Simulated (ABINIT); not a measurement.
Crystal: MgRe3.

```
Re Mg
1.0
     0.00000    3.11453    3.11453
     3.11453    0.00000    3.11453
     3.11453    3.11453    0.00000
Re Mg
3 1
Cartesian
  4.6718 4.6718 4.6718
  3.1145 3.1145 3.1145
  1.5573 1.5573 1.5573
  0.0000 0.0000 0.0000
```

The cell comes from a database or a generator and needn't be the stable form of this composition.

- Program: ABINIT 10.8.3 (patched build)
- Task: relaxation of cell and atoms
- Functional: PBEsol
- Potentials or basis: JTH PAW PBE v2.0
- Cutoff: 599 eV
- k mesh: 5 × 5 × 5
- Occupations: fermi-dirac, width 0.05 eV
- Spin: no spin polarisation

At the start: pressure -7.3 GPa; volume 15.11 Å³/atom.

Problem. How do energy, volume and symmetry change on relaxing?

Solution. Over 4 steps the energy falls by 9.4 meV/atom and the volume is 14.70 Å³/atom (-2.7 %); space group Fm-3m (No. 225, to 0.05 Å).

The path:
```tsv
step	energy change (eV)	largest force (eV/Å)	pressure (GPa)	volume (Å³)
1	0.0000	0.0000	-7.29	60.42
2	-0.0364	0.0000	-1.37	59.09
3	-0.0377	0.0000	0.02	58.79
4	-0.0377	0.0000	0.00	58.79
```

Final structure:
```
Re Mg
1.0
     0.00000    3.08626    3.08626
     3.08626    0.00000    3.08626
     3.08626    3.08626    0.00000
Re Mg
3 1
Direct
  0.75000 0.75000 0.75000
  0.50000 0.50000 0.50000
  0.25000 0.25000 0.25000
  0.00000 0.00000 0.00000
```

Caveat: the PAW data sets were made with another functional, which shifts forces and pressure a little.
